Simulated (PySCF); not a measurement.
# CoNF2: structure of the singlet

Aim: relax CoNF2 as a singlet from a trigonal pyramidal start, check by its vibrations whether the end is a minimum, and collect its spectrum and constants.

The runs use PySCF 2.14.0; PBE0, basis Co def2-TZVP, N def2-TZVP, F def2-TZVP, no relativity, density fitting.

## 1. The starting structure

4 atoms, charge 0, spin multiplicity 1.

Bond lengths: Co1–N2 1.630 Å, Co1–F3 1.750 Å, Co1–F4 1.750 Å. Angles: N2–Co1–F3 99.8°, N2–Co1–F4 99.8°, F3–Co1–F4 99.8°.

Coordinates in bohr (charge 0 multiplicity 1):
```
Co    0.0000   -0.7313    0.0000
N     2.9665    0.0982    0.0000
F    -1.0933    1.0981   -2.5288
F    -1.0932    1.0981    2.5287
```

## 2. Finding the electronic state

One driver script runs all steps and calls PySCF; scf.py shows how it sets up the SCF of each step. The optimiser is the driver's own. After this first run the driver tries any further starts and a stability analysis.

File scf.py:

```python
from pyscf import gto, scf, dft
mol = gto.M(atom='''
Co     0.000000    -0.387000     0.000010
N      1.569780     0.051950     0.000020
F     -0.578530     0.581100    -1.338180
F     -0.578490     0.581080     1.338140''',
    basis={'Co': 'def2-TZVP', 'N': 'def2-TZVP', 'F': 'def2-TZVP'},
    charge=0, spin=0)
mf = dft.RKS(mol, xc='PBE0')
mf.grids.atom_grid = (50, 194)
aux = {'Co': 'def2-universal-JKFIT', 'N': 'def2-universal-JKFIT', 'F': 'def2-universal-JKFIT'}
mf = mf.density_fit(auxbasis=aux)
mf.conv_tol = 1e-08
mf.diis_space = 10
mf.max_cycle = 60
mf.init_guess = 'minao'
mf.verbose = 4
mf.kernel()
```

Launch:

```
> OMP_NUM_THREADS=4 python axn.py task.json out
```

What it wrote (excerpt; [...] marks lines left out):

```text
[... the frontier levels of the middle cycles are left out ...]
init E= -1635.65903176454
  HOMO = 0.168573164135162  LUMO = 0.188717663806776  gap/eV = 0.54816
cycle= 1 E= -1619.63986801606  delta_E=   16  |g|= 7.94  |ddm|= 25.1
  HOMO = -1.14487695516125  LUMO = -1.11717328782936  gap/eV = 0.75386
cycle= 2 E= -1546.58362423136  delta_E= 73.1  |g|= 23.4  |ddm|= 28.9
  HOMO = -0.894826106280147  LUMO = -0.848481441143954  gap/eV = 1.26110
cycle= 3 E= -1611.70076384993  delta_E= -65.1  |g|= 14.2  |ddm|= 10.4
cycle= 4 E= -1614.76688297018  delta_E= -3.07  |g|= 12.8  |ddm|= 4.91
cycle= 5 E= -1622.45055280553  delta_E= -7.68  |g|= 10.2  |ddm|= 6.63
cycle= 6 E= -1628.62222318734  delta_E= -6.17  |g|= 7.66  |ddm|= 2.64
cycle= 7 E= -1631.54490556475  delta_E= -2.92  |g|= 6.37  |ddm|=  1.5
cycle= 8 E= -1630.91587969728  delta_E= 0.629  |g|= 5.82  |ddm|= 1.61
cycle= 9 E= -1634.93506191488  delta_E= -4.02  |g|= 3.76  |ddm|= 1.27
cycle= 10 E= -1632.97918729356  delta_E= 1.96  |g|= 5.56  |ddm|= 0.812
cycle= 11 E= -1635.60843226582  delta_E= -2.63  |g|= 3.07  |ddm|= 1.11
cycle= 12 E= -1633.07095334898  delta_E= 2.54  |g|= 4.81  |ddm|= 2.22
cycle= 13 E= -1635.96408649273  delta_E= -2.89  |g|= 2.23  |ddm|= 2.05
cycle= 14 E= -1636.59910773713  delta_E= -0.635  |g|= 0.681  |ddm|= 0.566
[... 2 cycles left out ...]
cycle= 17 E= -1636.6627104693  delta_E= -0.00231  |g|= 0.076  |ddm|= 0.0937
cycle= 18 E= -1636.66388773374  delta_E= -0.00118  |g|= 0.0186  |ddm|= 0.0515
cycle= 19 E= -1636.66429930791  delta_E= -0.000412  |g|= 0.0337  |ddm|= 0.0688
cycle= 20 E= -1636.66468709148  delta_E= -0.000388  |g|= 0.00884  |ddm|= 0.0638
cycle= 21 E= -1636.66472140094  delta_E= -3.43e-05  |g|= 0.00744  |ddm|= 0.0264
cycle= 22 E= -1636.66472779822  delta_E= -6.4e-06  |g|= 0.00414  |ddm|= 0.00323
cycle= 23 E= -1636.66473146419  delta_E= -3.67e-06  |g|= 0.000721  |ddm|= 0.00416
cycle= 24 E= -1636.66473223812  delta_E= -7.74e-07  |g|= 0.000322  |ddm|= 0.00245
cycle= 25 E= -1636.66473305857  delta_E= -8.2e-07  |g|= 0.000274  |ddm|= 0.00353
cycle= 26 E= -1636.66473393785  delta_E= -8.79e-07  |g|= 0.000213  |ddm|= 0.00522
cycle= 27 E= -1636.66473429587  delta_E= -3.58e-07  |g|= 0.000133  |ddm|= 0.00323
cycle= 28 E= -1636.66473453789  delta_E= -2.42e-07  |g|= 0.000115  |ddm|= 0.00399
cycle= 29 E= -1636.66473458235  delta_E= -4.45e-08  |g|= 3.9e-05  |ddm|= 0.00158
cycle= 30 E= -1636.6647345886  delta_E= -6.25e-09  |g|= 1.55e-05  |ddm|= 0.000581
  HOMO = -0.311563626346922  LUMO = -0.21563042814191  gap/eV = 2.61048
Extra cycle  E= -1636.66473458893  delta_E= -3.32e-10  |g|= 2.29e-05  |ddm|= 4.99e-05
converged SCF energy = -1636.66473458893
```

This step, with its further starts and checks, ran for 14 s (4 threads of Arm Neoverse V2, shared host).

Energies from each starting density:

```csv
start,energy (Eh)
the minimal-basis guess,-1636.664735
a thermally smeared density,-1636.664735
a smeared PBE density,-1636.664735
```

No lower closed-shell solution turned up from the other starts or in the test of internal stability.

## 3. Relaxing the singlet from the trigonal pyramidal start

The program finds Cs symmetry in the start, which this walk keeps.

scf.py: that of step 2 with these lines changed.

```diff
@@ -3,4 +3,4 @@
-Co     0.000000    -0.387000     0.000010
-N      1.569780     0.051950     0.000020
-F     -0.578530     0.581100    -1.338180
-F     -0.578490     0.581080     1.338140''',
+Co    -0.000002    -0.386999     0.000000
+N      1.569778     0.051951     0.000000
+F     -0.578512     0.581091    -1.338160
+F     -0.578512     0.581091     1.338160''',
@@ -16 +15,0 @@
-mf.init_guess = 'minao'
```

The optimiser's trace:

```csv
step,energy (Eh),change (kJ/mol),largest symmetric gradient (Eh/bohr)
0,-1636.664735,0.00,0.09424
1,-1636.705314,-106.54,0.06719
2,-1636.730131,-171.70,0.09179
3,-1636.734204,-182.39,0.07154
4,-1636.741828,-202.41,0.02093
5,-1636.743260,-206.17,0.00623
6,-1636.743564,-206.97,0.00211
7,-1636.743568,-206.98,0.00008
8,-1636.743568,-206.98,0.00002
```

The walk took 16 s.

Positions (Å) and forces (eV/Å) along the way:

```
step 0
Co   0.000  -0.387   0.000   4.661   4.846   0.000
N    1.570   0.052   0.000  -4.083  -2.400   0.000
F   -0.579   0.581  -1.338  -0.289  -1.223   0.260
F   -0.579   0.581   1.338  -0.289  -1.223  -0.260
step 1
Co   0.064  -0.238   0.000   3.462   3.251   0.000
N    1.574  -0.018   0.000  -2.746  -1.510   0.000
F   -0.612   0.541  -1.385  -0.358  -0.871  -0.048
F   -0.612   0.541   1.385  -0.358  -0.871   0.048
step 4
Co   0.149   0.110   0.000   1.062   0.472   0.000
N    1.590  -0.175   0.000  -1.070  -0.008   0.000
F   -0.663   0.446  -1.460   0.004  -0.232  -0.001
F   -0.663   0.446   1.460   0.004  -0.232   0.001
step 8
Co   0.162   0.191   0.000   0.000   0.000   0.000
N    1.560  -0.198   0.000  -0.002  -0.010   0.000
F   -0.655   0.417  -1.478   0.001   0.005   0.000
F   -0.655   0.417   1.478   0.001   0.005  -0.001
```

After 8 steps and 207.0 kJ/mol it ends at C2v: Co–F 1.704 Å (×2), Co–N 1.451 Å; F–Co–F 120.3°, F–Co–N 119.8° (×2).

## 4. Frequencies

The point is checked on the finer grid, and tightened if its gradient asks for it. The Hessian and the dipole derivatives come from central differences of analytic gradients, with steps of 0.02 bohr.

scf.py: that of step 3 with these lines changed.

```diff
@@ -3,4 +3,4 @@
-Co    -0.000002    -0.386999     0.000000
-N      1.569778     0.051951     0.000000
-F     -0.578512     0.581091    -1.338160
-F     -0.578512     0.581091     1.338160''',
+Co     0.097726    -0.027120     0.000000
+N      1.496471    -0.415293     0.000000
+F     -0.708211     0.196539    -1.484080
+F     -0.708211     0.196539     1.484080''',
@@ -10 +10 @@
-mf.grids.atom_grid = (50, 194)
+mf.grids.atom_grid = (75, 302)
@@ -13 +13 @@
-mf.conv_tol = 1e-08
+mf.conv_tol = 1e-10
```

The driver hands on the density of the step before, so the log starts near convergence.

Log of the central SCF (cycles and frontier levels):

```text
init E= -1636.74329723768
  HOMO = -0.356298633626393  LUMO = -0.194728642851448  gap/eV = 4.39654
cycle= 1 E= -1636.74329723411  delta_E= 3.58e-09  |g|= 0.000184  |ddm|= 5.04e-05
  HOMO = -0.356338736544462  LUMO = -0.194745232168487  gap/eV = 4.39718
cycle= 2 E= -1636.74329703442  delta_E= 2e-07  |g|= 0.00137  |ddm|= 0.000378
  HOMO = -0.356303073020436  LUMO = -0.194730865407788  gap/eV = 4.39660
cycle= 3 E= -1636.74329723773  delta_E= -2.03e-07  |g|= 9.11e-06  |ddm|= 0.000334
  HOMO = -0.356303235486642  LUMO = -0.194730518682304  gap/eV = 4.39662
cycle= 4 E= -1636.74329723775  delta_E= -2.14e-11  |g|= 1.42e-06  |ddm|= 4.55e-06
  HOMO = -0.356303051764316  LUMO = -0.194730642570574  gap/eV = 4.39661
Extra cycle  E= -1636.74329723774  delta_E= 6.59e-12  |g|= 1.07e-05  |ddm|= 3.48e-06
converged SCF energy = -1636.74329723774
```

The whole step took 43 s.

Geometry: C2v; Co–F 1.704 Å (×2), Co–N 1.452 Å; F–Co–F 121.2°, F–Co–N 119.4° (×2).

Harmonic modes (main isotopes):

| symmetry | ω (cm⁻¹) | IR (km/mol) | μ (u) |
| --- | --- | --- | --- |
| a1 | 178 | 9.3 | 21.30 |
| b1 | 240 | 18.7 | 24.30 |
| b2 | 270 | 3.1 | 16.83 |
| a1 | 679 | 59.4 | 20.19 |
| b2 | 743 | 137 | 24.33 |
| a1 | 1223 | 73.3 | 16.36 |

Every mode is real; the point is a minimum.

Constants and moments:

- Dipole moment: 2.10 D
- Highest occupied level: -9.70 eV
- Lowest empty level: -5.30 eV
- Rotational constants: 0.307, 0.2014, 0.1216 cm⁻¹
- Zero-point energy: 19.9 kJ/mol
- Principal polarisabilities: 19.2, 32.5, 39.9 bohr³
- Atomisation energy without zero-point energy: 946 kJ/mol
- Principal traceless quadrupole moments about the centre of mass: -6.62, 2.17, 4.45 D Å
- Entropy at 298.15 K and 1 bar: 292.5 J/(mol K)
- Heat capacity Cp at 298.15 K: 63.3 J/(mol K)
- Enthalpy at 298.15 K above 0 K: 14.61 kJ/mol
- Rotational symmetry number: 2

Populations by atom (charges in e):

| atom | Mulliken | Löwdin | polar tensor | Mayer order to Co1 |
| --- | --- | --- | --- | --- |
| Co1 | 1.11 | 0.32 | 1.47 | – |
| N2 | -0.23 | 0.09 | -0.30 | 2.63 |
| F3,4 | -0.44 | -0.21 | -0.59 | 0.75 |

Mulliken populations on Co1: s 6.32, p 12.23, d 7.33, f 0.00.

## 5. Stability of the closed shell

At the lowest minimum the closed shell is tested against spin polarisation, on the (50, 194) grid. It is unstable: an open-shell solution lies lower. That solution was not followed to a minimum here.

## 6. What came out

| quantity | value |
| --- | --- |
| minimum | singlet, C2v (closed shell, unstable towards spin polarisation) |
| geometry | Co–F 1.704 Å (×2), Co–N 1.452 Å; F–Co–F 121.2°, F–Co–N 119.4° (×2) |
| wavenumbers (cm⁻¹) | 178 (a1), 240 (b1), 270 (b2), 679 (a1), 743 (b2), 1223 (a1) |
| dipole moment | 2.10 D |
| highest occupied, lowest empty level | -9.70, -5.30 eV |
| polar-tensor charge of Co1 | +1.47 e |
| zero-point energy | 19.9 kJ/mol |

In words: From Cs at the start the molecule goes to a C2v minimum. In the infrared the band at 743 cm⁻¹ (b2, stretch) leads. Only this shape and spin were tried, so other structures or states may lie lower. A stability analysis at the minimum finds the closed shell unstable towards spin polarisation: an open-shell solution lies lower, and these values are not those of the lowest state.

The search up to here ran for 79 s (4 threads of Arm Neoverse V2, shared host).
